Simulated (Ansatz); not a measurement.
# C₃H₅Cl₃Si: a ladder of functionals and wavefunction methods

One table from this session's results is given with a row withheld; the runs are named, their logs left out.

Method: functionals in def2-TZVPP, the program's frozen cores in correlated methods; program: Ansatz 0.2.0, Gaussian basis.

Plan: LDA (SPW92), PBE-D4, revPBE-D4, BLYP-D4, r2SCAN-D4, B97M-V, PBE0-D4, B3LYP-D4, r2SCANh-D4, r2SCAN0-D4, HSE06-D4, BHLYP-D4, CAM-B3LYP-D4, LC-ωPBE, ωB97X-V, ωB97M-V, B2PLYP, PBE-QIDH; CCSD(T)/def2-SVP; MP2/def2-TZVPP; MP2/def2-QZVPP; RPA on PBE.

## Structure used throughout

All runs share one geometry, relaxed beforehand with PBE0-D4 in a triple-zeta def2 set.

12 atoms, charge 0, spin multiplicity 1.

Atoms are counted from 1 here; the program's logs count them from 0.

Bond lengths: C1–C2 1.326 Å, C1–H8 1.083 Å, C1–H9 1.085 Å, C2–C3 1.491 Å, C2–H10 1.087 Å, C3–Si4 1.860 Å, C3–H11 1.096 Å, C3–H12 1.094 Å, Si4–Cl5 2.039 Å, Si4–Cl6 2.034 Å, Si4–Cl7 2.039 Å. Angles: C2–C1–H8 121.2°, C2–C1–H9 121.7°, H8–C1–H9 117.1°, C1–C2–C3 124.7°, C1–C2–H10 119.3°, C3–C2–H10 116.0°, C2–C3–Si4 112.6°, C2–C3–H11 111.6°, C2–C3–H12 111.6°, Si4–C3–H11 106.4°, Si4–C3–H12 106.7°, H11–C3–H12 107.7°, C3–Si4–Cl5 109.8°, C3–Si4–Cl6 110.7°, C3–Si4–Cl7 110.6°, Cl5–Si4–Cl6 108.5°, Cl5–Si4–Cl7 108.5°, Cl6–Si4–Cl7 108.6°.

The first run:

Contents of in.yaml:

```yaml
crystal:
  periodic: [false, false, false]
  atoms:
    - {symbol: C, position_ang: [0.688161, -0.471802, 1.913845]}
    - {symbol: C, position_ang: [0.934678, -0.302404, 0.622399]}
    - {symbol: C, position_ang: [-0.000523, -0.679330, -0.476507]}
    - {symbol: Si, position_ang: [-0.835993, 0.795422, -1.241674]}
    - {symbol: Cl, position_ang: [-1.979484, 0.200348, -2.821937]}
    - {symbol: Cl, position_ang: [-2.037192, 1.725477, 0.111495]}
    - {symbol: Cl, position_ang: [0.547667, 2.134579, -1.911376]}
    - {symbol: H, position_ang: [1.400508, -0.158702, 2.667341]}
    - {symbol: H, position_ang: [-0.232295, -0.928672, 2.263104]}
    - {symbol: H, position_ang: [1.865816, 0.167021, 0.315638]}
    - {symbol: H, position_ang: [0.520956, -1.196124, -1.289811]}
    - {symbol: H, position_ang: [-0.795500, -1.340913, -0.118615]}
basis:
  gaussian: {orbitals: def2-TZVPP}
hamiltonian: {xc: lda}
output: {orbitals: {seedname: orbitals}}
```

The run is started by

```console
> ansatz run in.yaml --threads 4 --pin off --events-out ev --progress --plain --max-ram 11315MiB
```

Among the steps run: LDA; PBE-D4 (GGA); revPBE-D4 (GGA); BLYP-D4 (GGA); r2SCAN-D4 (meta-GGA); B97M-V (meta-GGA); PBE0-D4 (hybrid); B3LYP-D4 (hybrid); r2SCANh-D4 (hybrid); r2SCAN0-D4 (hybrid); HSE06-D4 (hybrid); BHLYP-D4 (hybrid); CAM-B3LYP-D4 (range-separated); LC-ωPBE (range-separated); ωB97X-V (range-separated); ωB97M-V (range-separated); B2PLYP (double hybrid); PBE-QIDH (double hybrid).

One of the session's tables, all rows but one given; the rest of the session is left out.

It belongs to the step «Frontier levels by functional». 

| functional | HOMO (eV) | gap (eV) |
| --- | --- | --- |
| LDA (SPW92) | -6.72 | 5.09 |
| PBE-D4 | -6.52 | 5.16 |
| revPBE-D4 | -6.45 | 5.19 |
| BLYP-D4 | -6.36 | 5.14 |
| r2SCAN-D4 | ? | ? |
| B97M-V | -6.73 | 5.68 |
| PBE0-D4 | -7.64 | 7.25 |
| B3LYP-D4 | -7.42 | 6.82 |
| r2SCANh-D4 | -7.15 | 6.37 |
| r2SCAN0-D4 | -7.78 | 7.53 |
| HSE06-D4 | -7.24 | 6.47 |
| BHLYP-D4 | -8.60 | 9.32 |
| CAM-B3LYP-D4 | -8.96 | 9.72 |
| LC-ωPBE | -10.34 | 12.26 |
| ωB97X-V | -9.95 | 11.79 |
| ωB97M-V | -9.84 | 11.52 |

Estimate the missing values for r2SCAN-D4.

Worked estimate for «HOMO (eV)». Against the share of exact exchange, r2SCANh-D4 (0.1, -7.15), r2SCAN0-D4 (0.25, -7.78) give a slope of -4.20 per unit share; at 0 the line stands at -6.73.

The run gave: HOMO (eV): -6.73; gap (eV): 5.60. In «HOMO (eV)» the line misses by 0.00.
